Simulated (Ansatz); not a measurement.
# C₂H₄O₂Si: how energies converge with the basis set

One table from this session's results is given with a row withheld; the runs are named, their logs left out.

The runs use Ansatz 0.2.0, Gaussian basis; one geometry, several basis sets.

The runs, in order: PBE0-D4/def2-SVP; ωB97M-V/def2-SVP; PBE0-D4/def2-QZVPP; ωB97M-V/def2-QZVPP; the functionals' def2-TZVPP values are taken from earlier runs.

## The relaxed structure

An earlier PBE0-D4 in a triple-zeta def2 set relaxation fixed the geometry.

SMILES `O=C1C[SiH]1O`, 9 atoms, charge 0, spin multiplicity 1.

Atoms are counted from 1 here; the program's logs count them from 0.

Bond lengths: O1–C2 1.197 Å, C2–C3 1.498 Å, C2–Si4 1.865 Å, C3–Si4 1.897 Å, C3–H6 1.097 Å, C3–H7 1.088 Å, Si4–O5 1.634 Å, Si4–H8 1.477 Å, O5–H9 0.959 Å. Angles: O1–C2–C3 134.0°, O1–C2–Si4 150.3°, C3–C2–Si4 67.7°, C2–C3–Si4 65.4°, C2–C3–H6 111.9°, C2–C3–H7 120.2°, Si4–C3–H6 101.0°, Si4–C3–H7 137.8°, H6–C3–H7 112.3°, C2–Si4–C3 46.9°, C2–Si4–O5 123.5°, C2–Si4–H8 126.6°, C3–Si4–O5 126.5°, C3–Si4–H8 114.0°, O5–Si4–H8 107.2°, Si4–O5–H9 118.7°.

Coordinates:

```xyz
9
charge 0, multiplicity 1
O     0.8590   -1.7812    1.2573
C     0.5412   -1.0355    0.3762
C     1.1235    0.2288   -0.1783
Si   -0.7412    0.0273   -0.4619
O    -1.9354    0.8008    0.3409
H     1.5058    0.0907   -1.1974
H     1.7854    0.8406    0.4319
H    -1.1307   -0.0211   -1.8854
H    -1.9189    0.8032    1.2997
```

The first run:

The input, in.yaml:

```yaml
crystal:
  periodic: [false, false, false]
  atoms:
    - {symbol: O, position_ang: [0.858961, -1.781221, 1.257297]}
    - {symbol: C, position_ang: [0.541212, -1.035535, 0.376187]}
    - {symbol: C, position_ang: [1.123483, 0.228842, -0.178333]}
    - {symbol: Si, position_ang: [-0.741233, 0.027339, -0.461894]}
    - {symbol: O, position_ang: [-1.935422, 0.800768, 0.340856]}
    - {symbol: H, position_ang: [1.505770, 0.090699, -1.197393]}
    - {symbol: H, position_ang: [1.785434, 0.840600, 0.431908]}
    - {symbol: H, position_ang: [-1.130726, -0.021103, -1.885403]}
    - {symbol: H, position_ang: [-1.918879, 0.803211, 1.299675]}
basis:
  gaussian: {orbitals: def2-SVP}
hamiltonian: {xc: pbe0, dispersion: d4}
output: {orbitals: {seedname: orbitals}}
```

On the command line:

```
ansatz run in.yaml --threads 2 --pin off --events-out ev --progress --plain --max-ram 4352MiB
```

Among the steps run: PBE0-D4 in def2-SVP; ωB97M-V in def2-SVP; PBE0-D4 in def2-QZVPP; ωB97M-V in def2-QZVPP.

One table of the session follows, with a row left open; its other results are not shown here.

It belongs to the step «Density functionals: the series». 

```
functional       basis  HOMO (eV)
   PBE0-D4    def2-SVP      -6.20
   PBE0-D4  def2-TZVPP      -6.33
   PBE0-D4  def2-QZVPP      -6.37
   ωB97M-V    def2-SVP          ?
   ωB97M-V  def2-TZVPP      -8.53
   ωB97M-V  def2-QZVPP      -8.57
```

Estimate the missing values for ωB97M-V, def2-SVP.

**Answer.** HOMO (eV): -8.36. In the column «HOMO (eV)» it lies between ωB97M-V, def2-TZVPP (-8.53) and PBE0-D4, def2-QZVPP (-6.37).
